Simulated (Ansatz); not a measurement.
**GaH− (doublet): RPA-PBE over a scan of the distance Ga1–H2, aug-cc-pVDZ**

How well do these functionals follow the top wave-function level for GaH− (doublet) over a scan of the distance Ga1–H2?

Program: Ansatz 0.2.0, Gaussian basis. Level of theory: aug-cc-pVDZ, all electrons in the functionals, frozen cores in the correlation of double hybrids and RPA. These are calculated values, not measurements.

The runs, in order: RPA-PBE, at 1.355 Å; 1.532 Å; 1.724 Å; 1.854 Å; 2.084 Å; 2.376 Å; 2.747 Å; 3.221 Å; 3.738 Å; 4.705 Å; 5.890 Å.

13 further runs of the same task are left out: 11 that didn't finish, 2 set aside as unsound or not needed.

### 1 What is computed

The geometry derives from a PBE0/def2-TZVPD stationary point (not a proven minimum). One bond is set to the value named and the two fragments are kept rigid. No spin-orbit coupling is included. The filled d shell of Ga may be among the frozen orbitals whatever the setting's name suggests; the logs give the count.

2 atoms, charge -1, spin multiplicity 2.

Atoms are counted from 1 here; the program's logs count them from 0.

Bond lengths: Ga1–H2 1.724 Å.

No dispersion term is added.

The geometry shown and the zero of energy belong to the point 1.724 Å. The yardstick, FCI, and other wave-function levels (R restricted, U unrestricted, valence and pair active spaces) come from earlier runs.

### 2 RPA-PBE, 1.355 Å

in.yaml

```yaml
crystal:
  periodic: [false, false, false]
  atoms:
    - {symbol: Ga, position_ang: [0.000000, 0.000000, 0.000000]}
    - {symbol: H, position_ang: [0.000000, 0.000000, 1.355000]}
basis:
  gaussian: {orbitals: aug-cc-pVDZ}
total_charge: -1
magnetization: {spin_polarized: true, initial_magnetization: 1}
hamiltonian: {xc: {name: PBE}}
correlation: {method: rpa, electrons: outside_noble_gas}
```

Run with:

```bash
ansatz run in.yaml --threads 1 --pin off --events-out ev --progress --plain --max-ram 2393MiB
```

After this run come: RPA-PBE, 1.532 Å; RPA-PBE, 1.724 Å; RPA-PBE, 1.854 Å; RPA-PBE, 2.084 Å; RPA-PBE, 2.376 Å; RPA-PBE, 2.747 Å; RPA-PBE, 3.221 Å; RPA-PBE, 3.738 Å; RPA-PBE, 4.705 Å; RPA-PBE, 5.890 Å.

Q: Predict the results of all the runs planned. Wanted: span of the FCI curve; largest miss, RPA-PBE.

**Answer**, as computed:

| quantity | value |
| --- | --- |
| span of the FCI curve | 2.095 eV |
| largest miss, RPA-PBE | -0.647 eV (5.890 Å) |

RPA-PBE strays by up to 0.647 eV, at 5.890 Å. RPA-PBE clearly breaks the spin symmetry at some points (⟨S²⟩ up to 0.40 above the pure value), so energy there is bought with a mixed spin. Functionals and the yardstick converge differently with the basis, so part of each miss in aug-cc-pVDZ is the basis.
